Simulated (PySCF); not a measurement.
# One shape, several levels: CH8B2SSi (SMILES BBS[SiH2]C)

Wanted: a comparison of 5 runs (HF/3-21G, B3LYP/6-31G*, B2PLYP/def2-SVP, MP2/cc-pVDZ) of CH8B2SSi. 

Program for the calculation: PySCF 2.14.0.

### 1 The structure to begin with

CH8B2SSi has 13 atoms, charge 0, and is taken as a singlet. SMILES: `BBS[SiH2]C`. The shape is that of a GFN2-xTB optimisation. This is one conformer, not always the lowest.

Bond lengths: B1–B2 1.634 Å, B2–S3 1.784 Å, S3–Si4 2.174 Å, Si4–C5 1.896 Å, B1–H6 1.173 Å, B1–H7 1.172 Å, B2–H8 1.180 Å, Si4–H9 1.462 Å, Si4–H10 1.457 Å, C5–H11 1.086 Å, C5–H12 1.087 Å, C5–H13 1.087 Å. Some angles: B1–B2–S3 122.1°, B2–S3–Si4 104.7°, S3–Si4–C5 109.7°, B1–B2–H8 122.5°, S3–B2–H8 115.4°, B2–B1–H6 122.4°, B2–B1–H7 122.8°, S3–Si4–H9 107.8°, S3–Si4–H10 102.3°, C5–Si4–H9 111.4°.

### 2 Energy and forces at HF/3-21G (run 1)

geometry.xyz

```xyz
13

B      0.091990     2.578510     1.817960
B     -0.206500     1.362690     0.768210
S     -0.633490    -0.280040     1.317070
Si    -0.834980    -1.436960    -0.512960
C      0.848780    -1.570630    -1.374090
H      1.170260     2.818110     2.213170
H     -0.745700     3.300440     2.207530
H     -0.150440     1.507540    -0.401880
H     -1.816020    -0.763410    -1.362130
H     -1.319500    -2.718670    -0.018440
H      0.783810    -2.189030    -2.264280
H      1.220810    -0.594320    -1.675310
H      1.590980    -2.014240    -0.714840
```

calc.py

```python
import pyscf.grad
from pyscf import gto

system = gto.M(
    atom='geometry.xyz',
    charge=0,
    max_memory=1860,
    basis='3-21g',
    verbose=4,
)

mf = system.RHF()
mf.conv_tol = 1e-10
mf.kernel()
if not mf.converged:
    mf = mf.newton().run(mf.mo_coeff, mf.mo_occ)

e_tot = mf.e_tot
print('Final energy', e_tot)
grad = mf.Gradients().kernel()
dip = mf.dip_moment()
pop, q = mf.mulliken_pop()
```

Run with:

```sh
OMP_NUM_THREADS=1 python calc.py
```

The program printed:

```text
PySCF version 2.14.0

[... 69 lines left out ...]
converged SCF energy = -774.352180716152
Final energy -774.3521807161524
[... 11 lines left out ...]
Dipole moment(X, Y, Z, Debye):  0.60241, -0.40753, -2.60533
[... 83 lines left out ...]
charge of   12H =      0.23847
```

Run time: 4.2 s. Hardware: 1 thread of Intel Xeon at 2.70GHz, shared host; peak memory 0.14 GiB.

### 3 Energy and forces at B3LYP/6-31G(d) (spherical functions) (run 2)

calc.py

```python
# BBS[SiH2]C
import pyscf.grad
from pyscf import gto, dft

mol = gto.Mole()
mol.atom = '''
B        0.091990       2.578510       1.817960
B       -0.206500       1.362690       0.768210
S       -0.633490      -0.280040       1.317070
Si      -0.834980      -1.436960      -0.512960
C        0.848780      -1.570630      -1.374090
H        1.170260       2.818110       2.213170
H       -0.745700       3.300440       2.207530
H       -0.150440       1.507540      -0.401880
H       -1.816020      -0.763410      -1.362130
H       -1.319500      -2.718670      -0.018440
H        0.783810      -2.189030      -2.264280
H        1.220810      -0.594320      -1.675310
H        1.590980      -2.014240      -0.714840
'''
mol.verbose = 4
mol.max_memory = 1860
mol.basis = '6-31g*'
mol.build()

mf = dft.RKS(mol, xc='b3lyp')
mf.grids.level = 5
mf.conv_tol = 1e-10
mf.kernel()
if not mf.converged:
    mf = mf.newton().run(mf.mo_coeff, mf.mo_occ)

energy = mf.e_tot
print('E = %.10f Eh' % energy)
grad = mf.Gradients().kernel()
dip = mf.dip_moment()
pop, q = mf.mulliken_pop()
```

Run with:

```sh
OMP_NUM_THREADS=1 python calc.py
```

The program printed:

```text
PySCF version 2.14.0

[... 81 lines left out ...]
converged SCF energy = -780.318166479569
[... 13 lines left out ...]
Dipole moment(X, Y, Z, Debye):  0.55755, -0.76080, -1.84671
[... 108 lines left out ...]
charge of   12H =      0.18178
```

Wall time 52 s (1 thread of Intel Xeon at 2.70GHz, shared host); peak memory 0.98 GiB.

Runs 3 to 4 aren't shown in full; the table further down has their settings and results.

### 4 Energy and gradient at MP2/cc-pVDZ (run 5)

calc.py

```python
from pyscf import gto, scf, mp

mol = gto.M(
    atom=[
    ('B', (0.091990, 2.578510, 1.817960)),
    ('B', (-0.206500, 1.362690, 0.768210)),
    ('S', (-0.633490, -0.280040, 1.317070)),
    ('Si', (-0.834980, -1.436960, -0.512960)),
    ('C', (0.848780, -1.570630, -1.374090)),
    ('H', (1.170260, 2.818110, 2.213170)),
    ('H', (-0.745700, 3.300440, 2.207530)),
    ('H', (-0.150440, 1.507540, -0.401880)),
    ('H', (-1.816020, -0.763410, -1.362130)),
    ('H', (-1.319500, -2.718670, -0.018440)),
    ('H', (0.783810, -2.189030, -2.264280)),
    ('H', (1.220810, -0.594320, -1.675310)),
    ('H', (1.590980, -2.014240, -0.714840)),
],
    basis='cc-pvdz',
    verbose=4,
    max_memory=1860,
    spin=0,
)

mf = scf.RHF(mol)
mf.conv_tol = 1e-10
mf.kernel()
if not mf.converged:
    mf = mf.newton().run(mf.mo_coeff, mf.mo_occ)

pt = mp.MP2(mf, frozen=13).run()
e_tot = pt.e_tot
print('E(%s) = %.9f' % ('MP2', e_tot))
grad = pt.nuc_grad_method().kernel()
dip = mf.dip_moment()
pop, q = mf.mulliken_pop()
```

Run with:

```sh
OMP_NUM_THREADS=1 python calc.py
```

The program printed:

```text
PySCF version 2.14.0

[... 69 lines left out ...]
converged SCF energy = -778.379618469209
[... 17 lines left out ...]
Dipole moment(X, Y, Z, Debye):  0.52863, -0.48704, -1.79053
[... 132 lines left out ...]
charge of   12H =      0.06032
```

It took 44 s on 1 thread of Intel Xeon at 2.70GHz, shared host; peak memory 1.1 GiB.

### 5 Overview of the runs

```
run                               level  integration grid  Cartesian functions  energy (Eh)  dipole moment (D) of the reference  HOMO energy (eV)  LUMO energy (eV)  wall time
  1                            HF/3-21G                 –                   no  -774.352181                                2.70            -10.44              2.05      4.2 s
  2  B3LYP/6-31G* (spherical functions)                 5                   no  -780.318166                                2.07             -7.42             -1.63       52 s
  3  B3LYP/6-31G* (Cartesian functions)                 5                  yes  -780.324490                                2.07             -7.42             -1.63       52 s
  4                     B2PLYP/def2-SVP                 5                   no  -779.631281                                1.85             -8.66             -0.26       35 s
  5                         MP2/cc-pVDZ                 –                   no  -778.918594                                1.93            -10.30              2.00       44 s
```

### 6 Results

| quantity | value |
| --- | --- |
| run 5: total energy | -778.91859 Eh |
| run 5: dipole moment (Hartree–Fock density) | 1.93 D |
| run 5: HOMO energy (Hartree–Fock orbitals) | -10.30 eV |
| run 5: LUMO energy (Hartree–Fock orbitals) | 2.00 eV |
| run 5: HOMO–LUMO gap (Hartree–Fock orbitals) | 12.30 eV |
| run 5: correlation energy (13 core orbitals frozen) | -539.0 mEh |
| run 5: largest force on an atom | 1.009 eV/Å |

**Reading.** Over runs 1, 2, 3, 4 the dipole moment (its size) runs from 1.85 D (B2PLYP/def2-SVP) to 2.70 D (HF/3-21G). The two ends differ in method and basis. A double hybrid's value is that of its SCF part. Over runs 1, 2, 3, 4 the HOMO–LUMO gap runs from 5.79 eV (B3LYP/6-31G*) to 12.49 eV (HF/3-21G). Totals of different functionals can't be ranked against each other. All runs together took 3.1 min, the longest 52 s.
